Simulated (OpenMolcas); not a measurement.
**GeH3Cl (chlorogermane) at 6 levels**

Wanted: a comparison of 6 runs (HF/3-21G, B3LYP/6-31G*, B2PLYP/def2-TZVP, PBE0/def2-TZVP, revPBE/def2-TZVP, MP2/def2-TZVP) of GeH3Cl (chlorogermane). 

The results are computed with OpenMolcas 26.06.

1 further run of the same task is left out (set aside as unsound or not needed).

**1. The system as given**

The species is GeH3Cl (5 atoms), meant as a singlet with charge 0. SMILES: `[Cl][GeH3]`. The Ge2–H5 distance was set to 3.370 Å, away from the relaxed value. At this shape a bond of the SMILES string is far longer than usual.

Bond lengths: Cl1–Ge2 2.155 Å, Ge2–H3 1.532 Å, Ge2–H4 1.532 Å. Angles: Cl1–Ge2–H3 107.1°, Cl1–Ge2–H4 107.1°, H3–Ge2–H4 111.7°.

**2. A single-point energy at HF/3-21G (run 1)**

Contents of run.input:

```
&GATEWAY
BasLib = $CurrDir
Coord
5
angstrom
Cl      -2.863033      -0.981253      -0.579451
Ge      -0.825433      -0.970053      -1.281351
H       -0.826833      -0.299953      -2.658851
H       -0.368233      -2.429853      -1.361351
H        0.984500       0.782900       0.956700
Basis = 3-21G
Group = NoSym
&SEWARD
&SCF
Thresholds = 1e-10 1e-07 1e-07 1e-05
PrOrbitals = 1 1
```

The basis set 3-21G is read from a file made from the Basis Set Exchange's data (not shown).

The run is started by

```bash
export MOLCAS_MEM=1860
pymolcas run.input > run.log
```

Log:

```text
--- Start Module: gateway ---
[...]
--- Stop Module: gateway /rc=_RC_ALL_IS_WELL_ ---
--- Start Module: seward ---
[...]
      Basis functions           41
--- Stop Module: seward /rc=_RC_ALL_IS_WELL_ ---
--- Start Module: scf ---
[...]
       Convergence after  15 Iterations
[...]
::    Total SCF energy                              -2524.1965920921
[...]
      Total spin, S                                     0.0000000000
[...]
      Total electronic charge=   52.000000
      Total            charge=   -0.000000
[...]
      Dipole Moment (debye):
      Origin of the operator (angstrom)=   -1.4417   -0.9649   -1.0550
                   X=  1.8156E+00               Y= -9.7175E-01               Z= -2.2372E+00           Total=  3.0406E+00
      Quadrupole Moment (debye*angstrom):
[...]
--- Stop Module: scf /rc=_RC_ALL_IS_WELL_ ---
[...]
```

Wall time 2 s (1 thread of Arm Neoverse V1, shared host); peak memory 0.37 GiB.

**3. A single-point energy at B3LYP/6-31G(d) (spherical functions) (run 2)**

Contents of test.inp:

```
&gateway
 baslib=$CurrDir
 coord
 5
 angstrom
 Cl      -2.863033      -0.981253      -0.579451
 Ge      -0.825433      -0.970053      -1.281351
 H       -0.826833      -0.299953      -2.658851
 H       -0.368233      -2.429853      -1.361351
 H        0.984500       0.782900       0.956700
 basis=6-31Gs
 group=NoSym

&seward
 gridinput
 Grid=UltraFine
 End of Grid

&scf
 ksdft=B3LYP
 thresholds=1e-10 1e-07 1e-07 1e-05
 prorbitals=1 1
```

The basis set 6-31G* is read from a file made from the Basis Set Exchange's data (not shown).

The run is started by

```bash
export MOLCAS_MEM=1860
pymolcas test.inp > test.log
```

Log:

```text
--- Start Module: gateway ---
[...]
--- Stop Module: gateway /rc=_RC_ALL_IS_WELL_ ---
--- Start Module: seward ---
[...]
      Basis functions           56
--- Stop Module: seward /rc=_RC_ALL_IS_WELL_ ---
[...]
--- Start Module: scf ---
[...]
       Convergence after  17 Iterations
[...]
::    Total KS-DFT energy                           -2538.6318863416
[...]
      Total spin, S                                     0.0000000000
[...]
      Total electronic charge=   52.000000
      Total            charge=   -0.000000
[...]
      Dipole Moment (debye):
      Origin of the operator (angstrom)=   -1.4417   -0.9649   -1.0550
                   X=  5.2472E-01               Y= -1.1054E+00               Z= -2.0002E+00           Total=  2.3447E+00
      Quadrupole Moment (debye*angstrom):
[...]
--- Stop Module: scf /rc=_RC_ALL_IS_WELL_ ---
[...]
```

It took 11 s on 1 thread of Arm Neoverse V1, shared host; peak memory 0.39 GiB.

Run 3 isn't shown in full; the table further down has it.

**4. A single-point energy at PBE0/def2-TZVP (run 4)**

Contents of job.inp:

```
* ClGeH3 Kohn-Sham DFT
&GATEWAY
BasLib=$CurrDir
BasisSet
Cl.def2-TZVP....
Cl1 -2.863033 -0.981253 -0.579451 angstrom
End of Basis
BasisSet
Ge.def2-TZVP....
Ge2 -0.825433 -0.970053 -1.281351 angstrom
End of Basis
BasisSet
H.def2-TZVP....
H3 -0.826833 -0.299953 -2.658851 angstrom
H4 -0.368233 -2.429853 -1.361351 angstrom
H5 0.984500 0.782900 0.956700 angstrom
End of Basis
&SEWARD
GridInput
Grid=UltraFine
End of Grid
&SCF
KSDFT=PBE0
Thresholds=1e-10 1e-07 1e-07 1e-05
PrOrbitals=1 2
```

The basis set def2-TZVP is read from a file made from the Basis Set Exchange's data (not shown).

The run is started by

```bash
export MOLCAS_MEM=1860
pymolcas job.inp > job.log
```

Log:

```text
--- Start Module: gateway ---
[...]
--- Stop Module: gateway /rc=_RC_ALL_IS_WELL_ ---
--- Start Module: seward ---
[...]
      Basis functions          103
--- Stop Module: seward /rc=_RC_ALL_IS_WELL_ ---
[...]
--- Start Module: scf ---
[...]
       Convergence after  17 Iterations
[...]
::    Total KS-DFT energy                           -2538.4706005684
[...]
      Total spin, S                                     0.0000000000
[...]
      Total electronic charge=   52.000000
      Total            charge=   -0.000000
[...]
      Dipole Moment (debye):
      Origin of the operator (angstrom)=   -1.4417   -0.9649   -1.0550
                   X=  1.2553E-01               Y= -1.2735E+00               Z= -2.1351E+00           Total=  2.4893E+00
      Quadrupole Moment (debye*angstrom):
[...]
--- Stop Module: scf /rc=_RC_ALL_IS_WELL_ ---
[...]
```

It took 28 s on 1 thread of Arm Neoverse V1, shared host; peak memory 0.58 GiB.

Run 5 isn't shown in full; the table further down has it.

**5. The energy at MP2/def2-TZVP (run 6)**

Contents of calc.inp:

```
&GATEWAY
  BasLib=$CurrDir
  Coord
  5
  angstrom
  Cl      -2.863033      -0.981253      -0.579451
  Ge      -0.825433      -0.970053      -1.281351
  H       -0.826833      -0.299953      -2.658851
  H       -0.368233      -2.429853      -1.361351
  H        0.984500       0.782900       0.956700
  Basis=def2-TZVP
  Group=NoSym

&SEWARD

&SCF
  Thresholds=1e-10 1e-07 1e-07 1e-05
  PrOrbitals=1

&MBPT2
  Frozen=14
```

The basis set def2-TZVP is read from a file made from the Basis Set Exchange's data (not shown).

The run is started by

```bash
export MOLCAS_MEM=1860
pymolcas calc.inp > calc.log
```

Log:

```text
--- Start Module: gateway ---
[...]
--- Stop Module: gateway /rc=_RC_ALL_IS_WELL_ ---
[...]
      Basis functions          103
[...]
--- Start Module: scf ---
[...]
       Convergence after  16 Iterations
[...]
::    Total SCF energy                              -2536.4671723340
[...]
      Total spin, S                                     0.0000000000
[...]
      Total electronic charge=   52.000000
      Total            charge=   -0.000000
[...]
      Dipole Moment (debye):
      Origin of the operator (angstrom)=   -1.4417   -0.9649   -1.0550
                   X= -3.4929E-01               Y= -1.8949E+00               Z= -2.9875E+00           Total=  3.5550E+00
      Quadrupole Moment (debye*angstrom):
[...]
--- Stop Module: scf /rc=_RC_ALL_IS_WELL_ ---
[...]
--- Start Module: mbpt2 ---
[...]
WARNING!
Default frozen orbitals as non valence orbitals is overwritten by user input.
Default values:  19
[...]
       Reference weight ( Cref**2 )         =        0.83039
::    Total MBPT2 energy                            -2536.9296758083
[...]
      Total MBPT2 calculations                           0.44      0.51
--- Stop Module: mbpt2 /rc=_RC_ALL_IS_WELL_ ---
[...]
```

Wall time 13 s (1 thread of Arm Neoverse V1, shared host); peak memory 0.58 GiB.

**6. The series**

| run | level | integration grid | frozen core orbitals | energy (Eh) | dipole moment (D) of the reference | HOMO energy (eV) | LUMO energy (eV) | wall time |
| --- | --- | --- | --- | --- | --- | --- | --- | --- |
| 1 | HF/3-21G | – | – | -2524.196592 | 3.04 | -8.23 | -1.56 | 2 s |
| 2 | B3LYP/6-31G* (spherical functions) | UltraFine | – | -2538.631886 | 2.34 | -6.51 | -4.36 | 11 s |
| 3 | B2PLYP/def2-TZVP | UltraFine | 14 | -2538.383927 | 2.84 | -7.28 | -3.39 | 31 s |
| 4 | PBE0/def2-TZVP | UltraFine | – | -2538.470601 | 2.49 | -6.72 | -4.30 | 28 s |
| 5 | revPBE/def2-TZVP | UltraFine | – | -2538.661967 | 2.36 | -5.92 | -4.82 | 53 s |
| 6 | MP2/def2-TZVP | – | 14 | -2536.929676 | 3.55 | -8.20 | -1.62 | 13 s |

**7. Results**

```
                                           quantity           value
                                run 6: total energy  -2536.92968 Eh
          run 6: dipole moment (mean-field density)          3.55 D
         run 6: HOMO energy (Hartree–Fock orbitals)        -8.20 eV
         run 6: LUMO energy (Hartree–Fock orbitals)        -1.62 eV
       run 6: HOMO–LUMO gap (Hartree–Fock orbitals)         6.58 eV
run 6: correlation energy (14 core orbitals frozen)      -462.5 mEh
```

In words: Over runs 1, 2, 3, 4, 5 the dipole moment (its size) runs from 2.34 D (B3LYP/6-31G*) to 3.04 D (HF/3-21G). The two ends differ in method and basis. Over runs 1, 2, 3, 4, 5 the HOMO–LUMO gap runs from 1.10 eV (revPBE/def2-TZVP) to 6.68 eV (HF/3-21G). For B2PLYP the log adds the whole second-order term; the table takes 0.27 of it, as the functional is defined. Totals of different functionals can't be ranked against each other. In runs 1, 2, 3, 4, 5, 6 a closed-shell determinant meets a far-stretched bond, which it describes badly. All runs together took 2.3 min, the longest 53 s.
